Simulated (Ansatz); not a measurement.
# C2H7NSi: the cost of one run

The runs use Ansatz 0.2.0, Gaussian basis; functionals in def2-TZVPP, the program's frozen cores in correlated methods.

The runs, in order: PBE-D4, r2SCAN-D4, PBE0-D4, B3LYP-D4, ωB97X-V, ωB97M-V, B2PLYP; CCSD(T)/def2-TZVPP; CCSD(T)/def2-QZVPP; extrapolation to the limit.

### 1 The geometry

All runs share one geometry, relaxed beforehand with PBE0-D4 in a triple-zeta def2 set.

SMILES `CC[Si]N`, 11 atoms, charge 0, spin multiplicity 1.

Atoms are counted from 1 here; the program's logs count them from 0.

Bond lengths: C1–C2 1.532 Å, C1–H5 1.093 Å, C1–H6 1.095 Å, C1–H7 1.093 Å, C2–Si3 1.913 Å, C2–H8 1.095 Å, C2–H9 1.096 Å, Si3–N4 1.709 Å, N4–H10 1.010 Å, N4–H11 1.008 Å. Angles: C2–C1–H5 111.5°, C2–C1–H6 111.6°, C2–C1–H7 111.8°, H5–C1–H6 107.0°, H5–C1–H7 107.5°, H6–C1–H7 107.1°, C1–C2–Si3 109.7°, C1–C2–H8 109.4°, C1–C2–H9 110.4°, Si3–C2–H8 108.8°, Si3–C2–H9 111.6°, H8–C2–H9 106.8°, C2–Si3–N4 98.3°, Si3–N4–H10 125.9°, Si3–N4–H11 122.0°, H10–N4–H11 112.1°.

### 2 PBE-D4 (GGA)

in.yaml

```yaml
crystal:
  periodic: [false, false, false]
  atoms:
    - {symbol: C, position_ang: [0.014118, 1.474531, 0.039203]}
    - {symbol: C, position_ang: [-0.647208, 0.240745, -0.584011]}
    - {symbol: Si, position_ang: [-0.912304, -1.096615, 0.758467]}
    - {symbol: N, position_ang: [0.561250, -1.940341, 0.561671]}
    - {symbol: H, position_ang: [1.019184, 1.247808, 0.405246]}
    - {symbol: H, position_ang: [-0.559885, 1.852570, 0.891418]}
    - {symbol: H, position_ang: [0.102486, 2.294542, -0.678414]}
    - {symbol: H, position_ang: [-1.620981, 0.521373, -0.999901]}
    - {symbol: H, position_ang: [-0.043471, -0.137648, -1.417349]}
    - {symbol: H, position_ang: [1.271404, -1.740541, -0.128617]}
    - {symbol: H, position_ang: [0.815405, -2.716403, 1.152305]}
basis:
  gaussian: {orbitals: def2-TZVPP}
hamiltonian: {xc: pbe, dispersion: d4}
output: {forces: true, orbitals: {seedname: orbitals}}
```

Run with:

```
ansatz run in.yaml --threads 2 --pin off --events-out ev --progress --plain --max-ram 32768MiB --backend cpu
```

What time and memory should one allow on 2 threads of AMD EPYC 7R13, shared host?

About 3.1 s, with a peak of 0.3 GiB.
